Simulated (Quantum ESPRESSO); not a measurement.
# Cd2S (P3m1) in Quantum ESPRESSO: further runs

The runs below take Cd2S through band structure, with LDA, r2SCAN.

All numbers are computed with Quantum ESPRESSO 7.5; they aren't measurements. Logs are shortened: lines on timing, memory, paths and dates and some standing lists are left out, and cuts for length are marked.

### 1 Starting point

It takes space group P3m1 (No. 156, trigonal). Conventional cell: a = 3.963 Å, b = 3.963 Å, c = 5.809 Å, α = 90.00°, β = 90.00°, γ = 120.00°. Cd (site symmetry 3m) is surrounded by 1 S at 2.52 Å. Cd (site symmetry 3m) has 3 S at 2.60 Å as nearest neighbours. S (site symmetry 3m) has 4 Cd at 2.52 to 2.60 Å as nearest neighbours.

The cell comes from a database or a generator and needn't be the stable form of this composition.

### 2 Band structure, LDA

The input, pw.in:

```
&CONTROL
  calculation = 'scf'
  prefix = 'pwscf'
  outdir = './tmp'
  pseudo_dir = './pseudo'
  tprnfor = .true.
  tstress = .true.
  disk_io = 'low'
/
&SYSTEM
  ibrav = 0
  celldm(1) = 8
  nat = 3
  ntyp = 2
  ecutwfc = 45
  ecutrho = 360
  nbnd = 22
  occupations = 'smearing'
  smearing = 'fd'
  degauss = 0.00367493
/
&ELECTRONS
  conv_thr = 6d-10
  electron_maxstep = 120
  mixing_beta = 0.5
/
ATOMIC_SPECIES
Cd   112.4140 cd_lda_v1.uspp.F.UPF
S     32.0600 s_lda_v1.4.uspp.F.UPF
CELL_PARAMETERS alat
  0.9360451393584   0.0000000000000   0.0000000000000
 -0.4680225696792   0.8106388697852   0.0000000000000
  0.0000000000000   0.0000000000000   1.3722227356709
ATOMIC_POSITIONS crystal
Cd     0.3333333333    0.6666666667    0.9327170000
Cd     0.6666666667    0.3333333333    0.5787350000
S      0.3333333333    0.6666666667    0.3657050000
K_POINTS automatic
8 8 5 0 0 0
```

The input, bands.in:

```
&CONTROL
  calculation = 'bands'
  prefix = 'pwscf'
  outdir = './tmp'
  pseudo_dir = './pseudo'
  disk_io = 'low'
  verbosity = 'high'
/
&SYSTEM
  ibrav = 0
  celldm(1) = 8
  nat = 3
  ntyp = 2
  ecutwfc = 45
  ecutrho = 360
  nbnd = 22
  occupations = 'smearing'
  smearing = 'fd'
  degauss = 0.00367493
/
&ELECTRONS
  conv_thr = 1d-08
  electron_maxstep = 120
  mixing_beta = 0.5
  diago_full_acc = .true.
  startingwfc = 'random'
/
ATOMIC_SPECIES
Cd   112.4140 cd_lda_v1.uspp.F.UPF
S     32.0600 s_lda_v1.4.uspp.F.UPF
CELL_PARAMETERS alat
  0.9360451393584   0.0000000000000   0.0000000000000
 -0.4680225696792   0.8106388697852   0.0000000000000
  0.0000000000000   0.0000000000000   1.3722227356709
ATOMIC_POSITIONS crystal
Cd     0.3333333333    0.6666666667    0.9327170000
Cd     0.6666666667    0.3333333333    0.5787350000
S      0.3333333333    0.6666666667    0.3657050000
K_POINTS crystal
60
 0.0000000000  0.0000000000  0.0000000000 1
 0.0714285714  0.0000000000  0.0000000000 1
 0.1428571429  0.0000000000  0.0000000000 1
 0.2142857143  0.0000000000  0.0000000000 1
 0.2857142857  0.0000000000  0.0000000000 1
 0.3571428571  0.0000000000  0.0000000000 1
 0.4285714286  0.0000000000  0.0000000000 1
 0.5000000000  0.0000000000  0.0000000000 1
 0.4583333333  0.0833333333  0.0000000000 1
 0.4166666667  0.1666666667  0.0000000000 1
 0.3750000000  0.2500000000  0.0000000000 1
 0.3333333333  0.3333333333  0.0000000000 1
 0.2962962963  0.2962962963  0.0000000000 1
 0.2592592593  0.2592592593  0.0000000000 1
 0.2222222222  0.2222222222  0.0000000000 1
 0.1851851852  0.1851851852  0.0000000000 1
 0.1481481481  0.1481481481  0.0000000000 1
 0.1111111111  0.1111111111  0.0000000000 1
 0.0740740741  0.0740740741  0.0000000000 1
 0.0370370370  0.0370370370  0.0000000000 1
 0.0000000000  0.0000000000  0.0000000000 1
 0.0000000000  0.0000000000  0.1250000000 1
 0.0000000000  0.0000000000  0.2500000000 1
 0.0000000000  0.0000000000  0.3750000000 1
 0.0000000000  0.0000000000  0.5000000000 1
 0.0625000000  0.0000000000  0.5000000000 1
 0.1250000000  0.0000000000  0.5000000000 1
 0.1875000000  0.0000000000  0.5000000000 1
 0.2500000000  0.0000000000  0.5000000000 1
 0.3125000000  0.0000000000  0.5000000000 1
 0.3750000000  0.0000000000  0.5000000000 1
 0.4375000000  0.0000000000  0.5000000000 1
 0.5000000000  0.0000000000  0.5000000000 1
 0.4666666667  0.0666666667  0.5000000000 1
 0.4333333333  0.1333333333  0.5000000000 1
 0.4000000000  0.2000000000  0.5000000000 1
 0.3666666667  0.2666666667  0.5000000000 1
 0.3333333333  0.3333333333  0.5000000000 1
 0.3000000000  0.3000000000  0.5000000000 1
 0.2666666667  0.2666666667  0.5000000000 1
 0.2333333333  0.2333333333  0.5000000000 1
 0.2000000000  0.2000000000  0.5000000000 1
 0.1666666667  0.1666666667  0.5000000000 1
 0.1333333333  0.1333333333  0.5000000000 1
 0.1000000000  0.1000000000  0.5000000000 1
 0.0666666667  0.0666666667  0.5000000000 1
 0.0333333333  0.0333333333  0.5000000000 1
 0.0000000000  0.0000000000  0.5000000000 1
 0.5000000000  0.0000000000  0.5000000000 1
 0.5000000000  0.0000000000  0.4000000000 1
 0.5000000000  0.0000000000  0.3000000000 1
 0.5000000000  0.0000000000  0.2000000000 1
 0.5000000000  0.0000000000  0.1000000000 1
 0.5000000000  0.0000000000  0.0000000000 1
 0.3333333333  0.3333333333  0.0000000000 1
 0.3333333333  0.3333333333  0.1000000000 1
 0.3333333333  0.3333333333  0.2000000000 1
 0.3333333333  0.3333333333  0.3000000000 1
 0.3333333333  0.3333333333  0.4000000000 1
 0.3333333333  0.3333333333  0.5000000000 1
```

Potentials or basis: GBRV 1.5 LDA.

On the command line:

```
$ OMP_NUM_THREADS=1 mpirun -n 2 pw.x -nk 2 -in pw.in > pw.out
$ OMP_NUM_THREADS=1 mpirun -n 2 pw.x -nk 2 -in bands.in > bands.out
```

pw.out:

```text
This program is part of the open-source Quantum ESPRESSO suite
     for quantum simulation of materials; please cite
         "P. Giannozzi et al., J. Phys.:Condens. Matter 21 395502 (2009);
         "P. Giannozzi et al., J. Phys.:Condens. Matter 29 465901 (2017);
         "P. Giannozzi et al., J. Chem. Phys. 152 154105 (2020);
     in publications or presentations arising from this work. More details at

     Message from routine setup:
     using ibrav=0 with symmetry is DISCOURAGED, use correct ibrav instead

     K-points division:     npool     =       2
     Subspace diagonalization in iterative solution of the eigenvalue problem:
     a serial algorithm will be used

     G-vector sticks info
     --------------------
     sticks:   dense  smooth     PW     G-vecs:    dense   smooth      PW
     Sum        1393     685    199                61423    21695    3499

     Using Slab Decomposition

     bravais-lattice index     =            0
     lattice parameter (alat)  =       8.0000  a.u.
     unit-cell volume          =     533.1124 (a.u.)^3
     number of atoms/cell      =            3
     number of atomic types    =            2
     number of electrons       =        30.00
     number of Kohn-Sham states=           22
     kinetic-energy cutoff     =      45.0000  Ry
     charge density cutoff     =     360.0000  Ry
     scf convergence threshold =      6.0E-10
     mixing beta               =       0.5000
     number of iterations used =            8  plain     mixing
     Exchange-correlation=  SLA  PZ   NOGX NOGC
                           (   1   1   0   0   0   0   0)

     celldm(1)=   8.000000  celldm(2)=   0.000000  celldm(3)=   0.000000
     celldm(4)=   0.000000  celldm(5)=   0.000000  celldm(6)=   0.000000

     crystal axes: (cart. coord. in units of alat)
               a(1) = (   0.936045   0.000000   0.000000 )
               a(2) = (  -0.468023   0.810639   0.000000 )
               a(3) = (   0.000000   0.000000   1.372223 )

     reciprocal axes: (cart. coord. in units 2 pi/alat)
               b(1) = (  1.068325  0.616797 -0.000000 )
               b(2) = (  0.000000  1.233595  0.000000 )
               b(3) = (  0.000000 -0.000000  0.728745 )

     PseudoPot. # 1 for Cd read from file:
     cd_lda_v1.uspp.F.UPF
     Pseudo is Ultrasoft + core correction, Zval = 12.0
     Generated by new atomic code, or converted to UPF format
     Using radial grid of  889 points,  6 beta functions with:
                l(1) =   0
                l(2) =   0
                l(3) =   1
                l(4) =   1
                l(5) =   2
                l(6) =   2
     Q(r) pseudized with  6 coefficients,  rinner =    1.000   1.000   1.000
                                                       1.000   1.000

     PseudoPot. # 2 for S  read from file:
     s_lda_v1.4.uspp.F.UPF
     Pseudo is Ultrasoft + core correction, Zval =  6.0
     Generated by new atomic code, or converted to UPF format
     Using radial grid of  907 points,  6 beta functions with:
                l(1) =   0
                l(2) =   0
                l(3) =   1
                l(4) =   1
                l(5) =   2
                l(6) =   2
     Q(r) pseudized with  8 coefficients,  rinner =    1.300   1.300   1.300
                                                       1.300   1.300

     atomic species   valence    mass     pseudopotential
     Cd               12.00   112.41400     Cd( 1.00)
     S                 6.00    32.06000     S ( 1.00)

      6 Sym. Ops. (no inversion) found

   Cartesian axes

     site n.     atom                  positions (alat units)
         1        Cd     tau(   1) = (  -0.0000000   0.5404259   1.2798955  )
         2        Cd     tau(   2) = (   0.4680226   0.2702130   0.7941533  )
         3        S      tau(   3) = (  -0.0000000   0.5404259   0.5018287  )

     number of k points=    40  Fermi-Dirac smearing, width (Ry)=  0.0037
                       cart. coord. in units 2pi/alat
        k(    1) = (   0.0000000   0.0000000   0.0000000), wk =   0.0062500
        k(    2) = (   0.0000000   0.0000000   0.1457489), wk =   0.0125000
        k(    3) = (   0.0000000   0.0000000   0.2914979), wk =   0.0125000
        k(    4) = (   0.0000000   0.1541994   0.0000000), wk =   0.0375000
        k(    5) = (   0.0000000   0.1541994   0.1457489), wk =   0.0375000
        k(    6) = (   0.0000000   0.1541994   0.2914979), wk =   0.0375000
[... 32 lines left out ...]
        k(   39) = (  -0.1335406  -0.5396978   0.1457489), wk =   0.0750000
        k(   40) = (  -0.1335406  -0.5396978   0.2914979), wk =   0.0750000

     Dense  grid:    61423 G-vectors     FFT dimensions: (  45,  45,  72)

     Smooth grid:    21695 G-vectors     FFT dimensions: (  32,  32,  48)

     Initial potential from superposition of free atoms

     starting charge      28.9999, renormalised to      30.0000

     negative rho (up, down):  4.193E-02 0.000E+00
     Starting wfcs are   22 randomized atomic wfcs

     Self-consistent Calculation

     iteration #  1     ecut=    45.00 Ry     beta= 0.50
     Davidson diagonalization with overlap
     ethr =  1.00E-02,  avg # of iterations =  5.3

     Threshold (ethr) on eigenvalues was too large:
     Diagonalizing with lowered threshold

     Davidson diagonalization with overlap
     ethr =  8.03E-04,  avg # of iterations =  1.3

     negative rho (up, down):  4.030E-02 0.000E+00
[... 85 lines left out ...]
     iteration # 11     ecut=    45.00 Ry     beta= 0.50
     Davidson diagonalization with overlap
     ethr =  2.92E-11,  avg # of iterations =  4.3

     negative rho (up, down):  4.125E-02 0.000E+00

     End of self-consistent calculation

          k = 0.0000 0.0000 0.0000 (  2681 PWs)   bands (ev):

    -6.4946  -2.1704  -2.1704  -2.0876  -2.0876  -1.9998  -1.8398  -1.7908
    -1.7908  -1.4461  -1.4461   1.5970   2.3785   5.4422   5.4422   9.1130
    11.0310  12.8024  12.8024  14.2710  14.2710  15.9774
[... 207 lines left out ...]
    -6.0823  -2.3672  -2.1319  -2.1142  -1.9900  -1.9118  -1.8043  -1.7338
    -1.5898  -1.4627  -1.4185   1.6765   2.6453   4.8484   5.6177   7.3591
     9.6617  10.8102  11.4837  12.6760  13.6060  15.1021

          k =-0.1335-0.3855 0.1457 (  2718 PWs)   bands (ev):

    -6.1789  -2.2278  -2.1850  -2.0659  -2.0051  -1.8903  -1.7895  -1.6987
    -1.6412  -1.5279  -1.4302   1.7413   3.0135   4.4617   4.8490   7.9824
    10.2039  10.6778  11.9547  12.9037  13.5415  14.8240

          k =-0.1335-0.3855 0.2915 (  2720 PWs)   bands (ev):

    -6.1208  -2.3592  -2.1529  -2.0957  -2.0439  -1.9129  -1.7970  -1.7077
    -1.6208  -1.5037  -1.4131   1.4206   3.0306   4.6471   5.8114   7.9472
     9.7362   9.9506  11.7359  13.0598  14.1949  15.2750

          k =-0.1335-0.5397 0.1457 (  2721 PWs)   bands (ev):

    -6.0848  -2.2202  -2.1865  -2.0523  -2.0003  -1.8535  -1.7717  -1.7386
    -1.5977  -1.4809  -1.3153   1.8467   2.8030   4.2084   5.4261   6.6405
     9.7208  10.4973  11.4062  13.0992  13.8830  14.9984

          k =-0.1335-0.5397 0.2915 (  2725 PWs)   bands (ev):

    -6.0290  -2.3409  -2.1602  -2.0865  -1.9998  -1.8525  -1.7958  -1.7610
    -1.5961  -1.5023  -1.3015   1.9921   2.5107   4.3750   5.4605   7.3562
     9.3684  10.2135  11.8124  12.4591  14.6159  15.1783

     the Fermi energy is     6.1648 ev

!    total energy              =    -253.15544435 Ry
     estimated scf accuracy    <          9.8E-11 Ry
     smearing contrib. (-TS)   =      -0.00011155 Ry
     internal energy E=F+TS    =    -253.15533280 Ry

     The total energy is F=E-TS. E is the sum of the following terms:
     one-electron contribution =     -74.09917479 Ry
     hartree contribution      =      60.66124450 Ry
     xc contribution           =     -86.20805530 Ry
     ewald contribution        =    -153.50934721 Ry

     convergence has been achieved in  11 iterations

     negative rho (up, down):  4.125E-02 0.000E+00

     Forces acting on atoms (cartesian axes, Ry/au):

     atom    1 type  1   force =     0.00000000    0.00000000   -0.00039341
     atom    2 type  1   force =     0.00000000    0.00000000   -0.00524742
     atom    3 type  2   force =     0.00000000    0.00000000    0.00564083

     Total force =     0.007714     Total SCF correction =     0.000030

     Computing stress (Cartesian axis) and pressure

     negative rho (up, down):  4.125E-02 0.000E+00
          total   stress  (Ry/bohr**3)                   (kbar)     P=      -47.31
  -0.00028667   0.00000000   0.00000000          -42.17        0.00        0.00
   0.00000000  -0.00028667   0.00000000            0.00      -42.17        0.00
   0.00000000   0.00000000  -0.00039149            0.00        0.00      -57.59

=------------------------------------------------------------------------------=
   JOB DONE.
=------------------------------------------------------------------------------=
```

Wall time 91 s (2 MPI ranks of Arm Neoverse V1, shared host); peak memory 0.36 GiB.

Results:

| Item | Value |
| --- | --- |
| Free energy | -3444.3553 eV |
| Pressure | -4.7 GPa |
| Largest force | 0.145 eV/Å |
| Band gap along the path | none (metal or under the smearing width) |

Forces in eV/Å, atoms in the order of the input:
```
Cd   0.000  0.000 -0.010
Cd   0.000  0.000 -0.135
S    0.000  0.000  0.145
```

Levels at the corners of the path, in eV from the Fermi level:
```csv
point,band 12,band 13,band 14,band 15,band 16,band 17,band 18,band 19
Γ,-4.57,-3.79,-0.72,-0.72,2.95,4.87,6.64,6.64
M,-4.56,-3.05,-1.62,-1.39,0.50,2.99,4.58,5.70
K,-4.26,-3.02,-2.83,-0.57,0.77,2.47,3.98,4.62
Γ,-4.57,-3.79,-0.72,-0.72,2.95,4.87,6.64,6.64
A,-6.04,-0.64,-0.64,-0.25,0.95,4.57,6.20,6.20
L,-4.15,-3.80,-1.40,-1.08,1.50,3.16,4.34,5.52
H,-3.93,-3.41,-2.61,-0.44,1.03,1.95,4.97,5.48
A,-6.04,-0.64,-0.64,-0.25,0.95,4.57,6.20,6.20
L,-4.15,-3.80,-1.40,-1.08,1.50,3.16,4.34,5.52
M,-4.56,-3.05,-1.62,-1.39,0.50,2.99,4.58,5.70
K,-4.26,-3.02,-2.83,-0.57,0.77,2.47,3.98,4.62
H,-3.93,-3.41,-2.61,-0.44,1.03,1.95,4.97,5.48
```

(Part 1 of 2 ends here.)
